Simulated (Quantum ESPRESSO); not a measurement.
CO, in a box:

```
C O
1.0
     5.53778    0.00000    0.00000
    -2.76889    4.79586    0.00000
     0.00000    0.00000   23.67158
C O
1 1
Direct
  0.16667 0.33333 0.70572
  0.16666 0.33334 0.65794
```

A run of Quantum ESPRESSO 7.5 on this cell left the log below. Logs are shortened: lines on timing, memory, paths and dates and some standing lists are left out, and cuts for length are marked.

```text
This program is part of the open-source Quantum ESPRESSO suite
     for quantum simulation of materials; please cite
         "P. Giannozzi et al., J. Phys.:Condens. Matter 21 395502 (2009);
         "P. Giannozzi et al., J. Phys.:Condens. Matter 29 465901 (2017);
         "P. Giannozzi et al., J. Chem. Phys. 152 154105 (2020);
     in publications or presentations arising from this work. More details at

     Presently no symmetry can be used with electric field

     file C.LDA_PW-JTH.UPF: wavefunction(s)  0S 2P 0P renormalized
     file O.LDA_PW-JTH.UPF: wavefunction(s)  0S 2P 0P renormalized
     Message from routine find_sym:
     Not a group! Trying with lower acceptance parameter...
     Message from routine find_sym:
     Symmetry operations form a group

     Subspace diagonalization in iterative solution of the eigenvalue problem:
     a serial algorithm will be used

     --------------------
     sticks:   dense  smooth     PW     G-vecs:    dense   smooth      PW
     Min         513     342    101                79523    43264    6971
     Max         514     343    103                79540    43275    6972
     Sum        2053    1369    409               318113   173075   27885

     Using Slab Decomposition

     bravais-lattice index     =            0
     lattice parameter (alat)  =       8.0000  a.u.
     unit-cell volume          =    4242.5348 (a.u.)^3
     number of atoms/cell      =            2
     number of atomic types    =            2
     number of electrons       =        10.00
     number of Kohn-Sham states=           10
     kinetic-energy cutoff     =      45.0000  Ry
     charge density cutoff     =     270.0000  Ry
     scf convergence threshold =      2.0E-09
     mixing beta               =       0.3000
     number of iterations used =            8  local-TF  mixing
     Exchange-correlation= SLA PW NOGX NOGC
                           (   1   4   0   0   0   0   0)

     celldm(1)=   8.000000  celldm(2)=   0.000000  celldm(3)=   0.000000
     celldm(4)=   0.000000  celldm(5)=   0.000000  celldm(6)=   0.000000

     crystal axes: (cart. coord. in units of alat)
               a(1) = (   1.308110  -0.000000   0.000000 )
[... 44 lines left out ...]
     number of k points=    10  Fermi-Dirac smearing, width (Ry)=  0.0147
                       cart. coord. in units 2pi/alat
        k(    1) = (   0.0000000   0.0000000   0.0000000), wk =   0.1250000
        k(    2) = (   0.0000000   0.2206810   0.0000000), wk =   0.2500000
        k(    3) = (   0.0000000  -0.4413621   0.0000000), wk =   0.1250000
        k(    4) = (   0.1911154   0.1103405   0.0000000), wk =   0.2500000
        k(    5) = (   0.1911154   0.3310215   0.0000000), wk =   0.2500000
        k(    6) = (   0.1911154  -0.3310215   0.0000000), wk =   0.2500000
        k(    7) = (   0.1911154  -0.1103405   0.0000000), wk =   0.2500000
        k(    8) = (  -0.3822308  -0.2206810   0.0000000), wk =   0.1250000
        k(    9) = (  -0.3822308  -0.0000000   0.0000000), wk =   0.2500000
        k(   10) = (  -0.3822308  -0.6620431   0.0000000), wk =   0.1250000

     Dense  grid:   318113 G-vectors     FFT dimensions: (  60,  60, 240)

     Smooth grid:   173075 G-vectors     FFT dimensions: (  45,  45, 192)
     Real space treatment of Q(r)

     Check: negative core charge=   -0.000006

     Initializing real-space augmentation for DENSE grid
     Message from routine real_space_q:
     integrated real space q too different from target q
     Largest difference:   0.000729 for atom type # 2

     Initial potential from superposition of free atoms

     starting charge      10.0000, renormalised to      10.0000

     negative rho (up, down):  1.117E-03 0.000E+00

     Adding external electric field

     Computed dipole along edir(3) :
        Dipole                0.0000 Ry au,          0.0001 Debye
        Dipole field          0.0000 Ry au,

        Potential amp.       -0.0000 Ry
        Total length         42.8451 bohr

     Starting wfcs are   16 randomized atomic wfcs
     Checking if some PAW data can be deallocated...

     Self-consistent Calculation

     iteration #  1     ecut=    45.00 Ry     beta= 0.30
     Davidson diagonalization with overlap
     ethr =  1.00E-02,  avg # of iterations =  8.0

     negative rho (up, down):  5.050E-04 0.000E+00
[... 331 lines left out ...]
        Potential amp.        0.0186 Ry
        Total length         42.8451 bohr

     End of self-consistent calculation

          k = 0.0000 0.0000 0.0000 ( 21599 PWs)   bands (ev):

   -29.2292 -13.9732 -11.9395 -11.9395  -8.9441  -2.0092  -2.0092  -0.5941
    -0.1760  -0.1085
[... 43 lines left out ...]
   -29.2290 -13.9712 -11.9579 -11.9440  -8.9066  -2.2451  -2.0519   0.8067
     1.0994   1.5067

     the Fermi energy is    -5.5923 ev

!    total energy              =     -58.39402476 Ry
     total all-electron energy =       -58.394025 Ry
     estimated scf accuracy    <          5.1E-10 Ry
     smearing contrib. (-TS)   =      -0.00000006 Ry
     internal energy E=F+TS    =     -58.39402470 Ry

     The total energy is F=E-TS. E is the sum of the following terms:
     one-electron contribution =    -129.53721819 Ry
     hartree contribution      =      66.11657699 Ry
     xc contribution           =     -10.89003725 Ry
     ewald contribution        =      30.87282021 Ry
     electric field correction =       0.00001585 Ry
     one-center paw contrib.   =     -14.95618231 Ry

     convergence has been achieved in  19 iterations

     negative rho (up, down):  1.702E-03 0.000E+00

     Forces acting on atoms (cartesian axes, Ry/au):

     atom    1 type  1   force =    -0.00000004    0.00000043   -0.00429543
     atom    2 type  2   force =     0.00000004   -0.00000043    0.00429543

     Total force =     0.006075     Total SCF correction =     0.000028

=------------------------------------------------------------------------------=
   JOB DONE.
=------------------------------------------------------------------------------=
```

Q: Write the input and the command behind it.

A: Single point with LDA, no spin polarisation. The files as run (others can give the same):

pw.in
```
&CONTROL
  calculation = 'scf'
  prefix = 'pwscf'
  outdir = './tmp'
  pseudo_dir = './pseudo'
  tprnfor = .true.
  disk_io = 'nowf'
  tefield = .true.
  dipfield = .true.
/
&SYSTEM
  ibrav = 0
  celldm(1) = 8
  nat = 2
  ntyp = 2
  ecutwfc = 45
  ecutrho = 270
  nbnd = 10
  occupations = 'smearing'
  smearing = 'fd'
  degauss = 0.01469973
  edir = 3
  emaxpos = 0.1607
  eopreg = 0.0422
  eamp = 0
/
&ELECTRONS
  conv_thr = 2d-09
  electron_maxstep = 150
  mixing_beta = 0.3
  mixing_mode = 'local-TF'
  tqr = .true.
/
ATOMIC_SPECIES
C     12.0110 C.LDA_PW-JTH.UPF
O     15.9990 O.LDA_PW-JTH.UPF
CELL_PARAMETERS alat
  1.3081103440873  -0.0000000000000   0.0000000000000
 -0.6540551720555   1.1328567889423  -0.0000000000000
  0.0000000000000   0.0000000000000   5.5915995342577
ATOMIC_POSITIONS crystal
C      0.1666679700    0.3333348600    0.7057228800
O      0.1666642700    0.3333361200    0.6579364500
K_POINTS automatic
4 4 1 0 0 0
```

Potentials or basis: JTH 2.0 LDA.
Launch:
```sh
$ OMP_NUM_THREADS=1 mpirun -n 4 pw.x -in pw.in > pw.out
```

Caveat: real space augmentation costs some meV and hundredths of eV per Å; this is a molecule in a periodic box, so the gap is that between its Kohn-Sham HOMO and LUMO and the box isn't a crystal.
